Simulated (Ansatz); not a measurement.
# CsSnI3: the dielectric function from several functionals

How does CsSnI3 absorb light if electrons and holes don't interact? The runs, in order: HSE06 for the gap; optics with PBE on 4×4×4; optics with r2SCAN on 4×4×4; optics with PBE and scissors to the HSE06 gap on 4×4×4.

The COD cell was measured well above room temperature, so it is larger than a cold one.

Computed with Ansatz 0.2.0 (plane waves, PAW; no local fields, no excitons, unless a step's input says otherwise).

1 further run of the same task is left out (it didn't finish).

## 1. Starting point

Symmetry: Pm-3m, No. 221, cubic system. The conventional cell has a = 6.241 Å, b = 6.241 Å, c = 6.241 Å, α = 90.00°, β = 90.00°, γ = 90.00°. Around Cs (site symmetry m-3m) lie 12 I at 4.41 Å. Sn (site symmetry m-3m) is surrounded by 6 I at 3.12 Å. I (site symmetry 4/mmm) is surrounded by 2 Sn at 3.12 Å and 4 Cs at 4.41 Å.

As a file:

```
CELL_PARAMETERS angstrom
6.24140 0.00000 0.00000
0.00000 6.24140 0.00000
0.00000 0.00000 6.24140
ATOMIC_POSITIONS crystal
Cs 0.00000 0.00000 0.00000
Sn 0.50000 0.50000 0.50000
I 0.00000 0.50000 0.50000
I 0.50000 0.00000 0.50000
I 0.50000 0.50000 0.00000
```

The cell was relaxed beforehand with r2SCAN; those runs aren't shown. No run includes spin-orbit coupling, which matters for Cs, I, Sn.

## 2. HSE06 levels at special points

File input.yaml:

```yaml
crystal:
  lattice:
    - [6.2414001339, 0.0, 0.0]
    - [0.0, 6.2414001339, 0.0]
    - [0.0, 0.0, 6.2414001339]
  atoms:
    - { symbol: Cs, position: [0.0, 0.0, 0.0] }
    - { symbol: Sn, position: [0.5, 0.5, 0.5] }
    - { symbol: I, position: [0.0, 0.5, 0.5] }
    - { symbol: I, position: [0.5, 0.0, 0.5] }
    - { symbol: I, position: [0.5, 0.5, 0.0] }
kpoints:
  mp_grid: { grid: [2, 2, 2] }
  band_path:
    path: [[0.0, 0.0, 0.0], [0.0, 0.5, 0.0], [0.5, 0.5, 0.0], [0.5, 0.5, 0.5]]
    npoints: 1
hamiltonian:
  xc: hse06
scf:
  occupations: { method: fixed }
  n_extra_bands: 5
output:
  forces: true
  stress: true
  eigenvalues: true
```

Command:

```
$ ansatz run input.yaml --threads 4 --pin off --max-ram 5529MiB --backend cpu --events-out ev --progress --plain --runs-dir out
```

After this run come: Optics, PBE; Optics, r2SCAN; Optics, PBE with a scissors shift.

**Question.** What will the summary of the whole plan be? Wanted: ε∞, PBE; ε∞, r2SCAN; tallest peak of ε₂, PBE; tallest peak of ε₂, r2SCAN; HSE06 direct gap.

The runs gave:

| quantity | value |
| --- | --- |
| ε∞, PBE | 9.41 |
| ε∞, r2SCAN | 8.12 |
| ε∞, PBE + 0.47 eV scissors | 7.86 |
| tallest peak of ε₂, PBE | 8.5 at 2.55 eV |
| tallest peak of ε₂, r2SCAN | 7.4 at 2.80 eV |
| tallest peak of ε₂, PBE + 0.47 eV scissors | 8.5 at 3.00 eV |
| HSE06 direct gap | 0.85 eV |

What this shows: From PBE to PBE + 0.47 eV scissors the direct gap grows from 0.38 to 0.85 eV, and ε∞ goes from 9.41 to 7.86: a wider gap screens less. With a direct gap of only 0.38 eV, ε∞ hangs on the few k points next to it, so this mesh fixes it only roughly. Local fields and excitons are left out: both change ε∞, and without excitons the onset lacks its lines.
